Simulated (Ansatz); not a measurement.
# C₅H₅NO: basis-set convergence

The task here is to estimate one member of a computed series from the others.

Computed with Ansatz 0.2.0, Gaussian basis. Level: one geometry, several basis sets.

Plan: PBE0-D4/def2-SVP; ωB97M-V/def2-SVP; PBE0-D4/def2-QZVPP; ωB97M-V/def2-QZVPP; the functionals' def2-TZVPP values are taken from earlier runs.

## The geometry

All runs share one geometry, relaxed beforehand with PBE0-D4 in a triple-zeta def2 set.

SMILES `O=Cc1ccc[nH]1`, 12 atoms, charge 0, spin multiplicity 1.

Atoms are counted from 1 here; the program's logs count them from 0.

Bond lengths: O1–C2 1.214 Å, C2–C3 1.440 Å, C2–H8 1.107 Å, C3–C4 1.385 Å, C3–N7 1.366 Å, C4–C5 1.404 Å, C4–H9 1.079 Å, C5–C6 1.382 Å, C5–H10 1.078 Å, C6–N7 1.348 Å, C6–H11 1.079 Å, N7–H12 1.006 Å. Angles: O1–C2–C3 123.6°, O1–C2–H8 121.4°, C3–C2–H8 115.0°, C2–C3–C4 131.7°, C2–C3–N7 120.9°, C4–C3–N7 107.4°, C3–C4–C5 107.3°, C3–C4–H9 125.4°, C5–C4–H9 127.3°, C4–C5–C6 107.1°, C4–C5–H10 127.2°, C6–C5–H10 125.7°, C5–C6–N7 108.3°, C5–C6–H11 130.2°, N7–C6–H11 121.5°, C3–N7–C6 109.9°, C3–N7–H12 122.6°, C6–N7–H12 127.6°.

Set-up of the first run:

The input, in.yaml:

```yaml
crystal:
  periodic: [false, false, false]
  atoms:
    - {symbol: O, position_ang: [1.225742, -2.515098, -0.615914]}
    - {symbol: C, position_ang: [0.142132, -1.977826, -0.514275]}
    - {symbol: C, position_ang: [-0.031018, -0.594735, -0.154668]}
    - {symbol: C, position_ang: [-1.168316, 0.178988, 0.007489]}
    - {symbol: C, position_ang: [-0.748525, 1.469877, 0.364795]}
    - {symbol: C, position_ang: [0.632712, 1.448996, 0.410912]}
    - {symbol: N, position_ang: [1.047462, 0.205080, 0.097312]}
    - {symbol: H, position_ang: [-0.797449, -2.534787, -0.696892]}
    - {symbol: H, position_ang: [-2.182877, -0.165795, -0.121723]}
    - {symbol: H, position_ang: [-1.371870, 2.325933, 0.568055]}
    - {symbol: H, position_ang: [1.333866, 2.234544, 0.644980]}
    - {symbol: H, position_ang: [1.994839, -0.130476, 0.043928]}
basis:
  gaussian: {orbitals: def2-SVP}
hamiltonian: {xc: pbe0, dispersion: d4}
output: {orbitals: {seedname: orbitals}}
```

On the command line:

```
ansatz run in.yaml --threads 2 --pin off --events-out ev --progress --plain --max-ram 22528MiB --backend cpu
```

Steps of the session up to this table: PBE0-D4 in def2-SVP; ωB97M-V in def2-SVP; PBE0-D4 in def2-QZVPP; ωB97M-V in def2-QZVPP.

One table of the session follows, with a row left open; its other results are not shown here.

It belongs to the step «Functionals by basis». 

| functional | basis | HOMO (eV) |
| --- | --- | --- |
| PBE0-D4 | def2-SVP | -6.75 |
| PBE0-D4 | def2-TZVPP | -6.83 |
| PBE0-D4 | def2-QZVPP | -6.86 |
| ωB97M-V | def2-SVP | -8.75 |
| ωB97M-V | def2-TZVPP | ? |
| ωB97M-V | def2-QZVPP | -8.87 |

Estimate the missing values for ωB97M-V, def2-TZVPP.

**Answer.** HOMO (eV): -8.84. In the column «HOMO (eV)» it lies between ωB97M-V, def2-QZVPP (-8.87) and ωB97M-V, def2-SVP (-8.75).
